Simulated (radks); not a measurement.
**The Coulomb parameter U of the 4d shell of Mo²⁺**

Aim: U as the second difference [E(n + 1) + E(n − 1) − 2E(n)]/1², with all orbitals relaxed. Bare: the atom's charge changes with n. Screened: the 5p shell takes up the change. The start is a model configuration, not necessarily the ground state.

Program: radks (a radial shooting solver on a logarithmic mesh, Libxc functionals) version 1. Level of theory: scalar-relativistic Kohn-Sham, PBE, spin-unpolarised, spherical densities, finite nucleus. These are calculated values, not measurements, unless marked.

## Step 1: What is computed

```
element            : molybdenum (Z = 42)
charge             : +2
electrons          : 40
configuration      : [Kr] 4d2 5p2
nuclear rms radius : 4.4091 fm
```

Outer shells as boxes (Hund's rule):

Mo²⁺
```
[Kr] core
4d [↑ ][↑ ][  ][  ][  ]
5p [↑ ][↑ ][  ]
```

In the logs a row gives level, spin channel, occupation and eigenvalue; Etot, Ekin, Encl (electron-nucleus), Eh (Hartree) and Exc are energies, all in hartree; err is the last residual, it the number of iterations.

## Step 2: Start: [Kr] 4d2 5p2

The run's settings:

```text
Z 42
configuration [Kr] 4d2 5p2
relativity scalar-relativistic
functional pbe,pbe
spin unpolarised
nucleus finite rms 4.4091 fm
c 137.035999084
```

The run is started by

```bash
> python run_ks.py task.json out
```

The same process makes all the runs of this session.

Output:

```text
1s      1   2.0000        -729.54323284
2s      1   2.0000        -104.00324665
2p      1   6.0000         -93.09464390
3s      1   2.0000         -18.62089119
3p      1   6.0000         -15.04601463
3d      1  10.0000          -9.23221590
4s      1   2.0000          -3.42219851
4p      1   6.0000          -2.44736322
4d      1   2.0000          -1.05849808
5p      1   2.0000          -0.59195198
Etot -4046.9800434676317
Ekin 4172.797496806399
Encl -9711.120197702588
Eh 1613.7755631852451
Exc -122.43290575668752
err 4.094776488150555e-09
it 15
```

Wall time 0.14 s (1 thread of Arm Neoverse N1, shared host); peak memory 0.24 GiB.

5p is the highest filled level (-16.108 eV).

From the orbitals of this run (lengths in bohr):

| level | occupation | energy (eV) | <r> | outermost maximum (interpolated) | 90 % within | nodes |
| --- | --- | --- | --- | --- | --- | --- |
| 2p | 6 | -2533.2 | 0.1340 | 0.104 | 0.218 | 0 |
| 3s | 2 | -506.70 | 0.4288 | 0.384 | 0.633 | 2 |
| 3p | 6 | -409.42 | 0.4305 | 0.377 | 0.650 | 1 |
| 3d | 10 | -251.22 | 0.4150 | 0.322 | 0.663 | 0 |
| 4s | 2 | -93.123 | 1.090 | 0.984 | 1.58 | 3 |
| 4p | 6 | -66.596 | 1.200 | 1.06 | 1.77 | 2 |
| 4d | 2 | -28.803 | 1.575 | 1.29 | 2.43 | 1 |
| 5p | 2 | -16.108 | 3.204 | 2.90 | 4.61 | 3 |

The radial density on a logarithmic grid:

| r (bohr) | 4πr²ρ (e/bohr) |
| --- | --- |
| 0.00120 | 1.154 |
| 0.00185 | 2.486 |
| 0.00284 | 5.202 |
| 0.00438 | 10.40 |
| 0.00669 | 19.20 |
| 0.0103 | 32.29 |
| 0.0159 | 46.34 |
| 0.0245 | 53.14 |
| 0.0377 | 48.05 |
| 0.0580 | 46.44 |
| 0.0894 | 61.90 |
| 0.137 | 60.19 |
| 0.210 | 40.97 |
| 0.324 | 49.81 |
| 0.499 | 31.96 |
| 0.769 | 11.76 |
| 1.18 | 9.969 |
| 1.82 | 3.052 |
| 2.79 | 1.118 |
| 4.29 | 0.3707 |
| 6.61 | 0.01694 |

## Step 3: Bare +1: [Kr] 4d3 5p2

Settings, as their differences from step 2:

```diff
@@ -1,3 +1,3 @@
 Z 42
-configuration [Kr] 4d2 5p2
+configuration [Kr] 4d3 5p2
 relativity scalar-relativistic
```

Output:

```text
1s      1   2.0000        -729.05030450
2s      1   2.0000        -103.49974656
2p      1   6.0000         -92.59184920
3s      1   2.0000         -18.12487136
3p      1   6.0000         -14.55003711
3d      1  10.0000          -8.73506776
4s      1   2.0000          -2.95482447
4p      1   6.0000          -1.99091561
4d      1   3.0000          -0.64280031
5p      1   2.0000          -0.31857271
Etot -4047.825881330571
Ekin 4173.593446225054
Encl -9731.66127923488
Eh 1633.119256574474
Exc -122.87730489521905
err 3.3999668683298993e-09
it 15
```

Wall time 0.14 s (1 thread of Arm Neoverse N1, shared host); peak memory 0.24 GiB.

Energy against step 2 (start: [Kr] 4d2 5p2): -23.016 eV. 5p is the highest filled level (-8.669 eV).

## Step 4: Bare -1: [Kr] 4d1 5p2

Settings, as their differences from step 3:

```diff
@@ -1,3 +1,3 @@
 Z 42
-configuration [Kr] 4d3 5p2
+configuration [Kr] 4d1 5p2
 relativity scalar-relativistic
```

Output:

```text
1s      1   2.0000        -730.10902527
2s      1   2.0000        -104.58134453
2p      1   6.0000         -93.67203712
3s      1   2.0000         -19.18709371
3p      1   6.0000         -15.61213699
3d      1  10.0000          -9.79991756
4s      1   2.0000          -3.94552246
4p      1   6.0000          -2.95738226
4d      1   1.0000          -1.52577044
5p      1   2.0000          -0.90545338
Etot -4045.6918270571086
Ekin 4171.566216536512
Encl -9687.561691536786
Eh 1592.2250059024825
Exc -121.92135795931682
err 3.1452795064049376e-09
it 15
```

It took 0.14 s on 1 thread of Arm Neoverse N1, shared host; peak memory 0.24 GiB.

E − E(step 2, start: [Kr] 4d2 5p2) = +35.054 eV. The top filled level is 5p, -24.639 eV.

## Step 5: Screened +1: [Kr] 4d3 5p1

Settings, as their differences from step 4:

```diff
@@ -1,3 +1,3 @@
 Z 42
-configuration [Kr] 4d1 5p2
+configuration [Kr] 4d3 5p1
 relativity scalar-relativistic
```

Output:

```text
1s      1   2.0000        -729.33059801
2s      1   2.0000        -103.77754306
2p      1   6.0000         -92.86990471
3s      1   2.0000         -18.40183357
3p      1   6.0000         -14.82698947
3d      1  10.0000          -9.01193042
4s      1   2.0000          -3.22894219
4p      1   6.0000          -2.26453085
4d      1   3.0000          -0.91051078
5p      1   1.0000          -0.53101835
Etot -4047.4025836409255
Ekin 4173.184419936064
Encl -9719.871682972422
Eh 1621.9845770783077
Exc -122.69989768287535
err 8.397464075698558e-09
it 15
```

Run time: 0.14 s. Hardware: 1 thread of Arm Neoverse N1, shared host; peak memory 0.24 GiB.

Energy against step 2 (start: [Kr] 4d2 5p2): -11.498 eV. 5p is the highest filled level (-14.450 eV).

## Step 6: Screened -1: [Kr] 4d1 5p3

Settings, as their differences from step 5:

```diff
@@ -1,3 +1,3 @@
 Z 42
-configuration [Kr] 4d3 5p1
+configuration [Kr] 4d1 5p3
 relativity scalar-relativistic
```

Output:

```text
1s      1   2.0000        -729.76669849
2s      1   2.0000        -104.24214760
2p      1   6.0000         -93.33245554
3s      1   2.0000         -18.85062709
3p      1   6.0000         -15.27569719
3d      1  10.0000          -9.46346948
4s      1   2.0000          -3.61777215
4p      1   6.0000          -2.63128061
4d      1   1.0000          -1.20754617
5p      1   3.0000          -0.64807814
Etot -4046.467387390735
Ekin 4172.323238395711
Encl -9701.950679004241
Eh 1605.3325325202386
Exc -122.17247930244312
err 2.8723565077125223e-09
it 15
```

Run time: 0.14 s. Hardware: 1 thread of Arm Neoverse N1, shared host; peak memory 0.24 GiB.

E − E(step 2, start: [Kr] 4d2 5p2) = +13.950 eV. The top filled level is 5p, -17.635 eV.

## Step 7: Summary of results

| quantity | value (eV) |
| --- | --- |
| U, bare | 12.038 |
| U, screened by 5p | 2.452 |
| F0(4d,4d), frozen orbitals | 15.628 |

Relaxing the orbitals brings U down to 77 % of the Slater integral F0. Letting 5p compensate leaves 20 % of the bare value; this second difference measures U(4d,4d) + U(5p,5p) − 2U(4d,5p). A solid screens further than the bare atom, so the bare value is an upper guide for the U of a crystal.
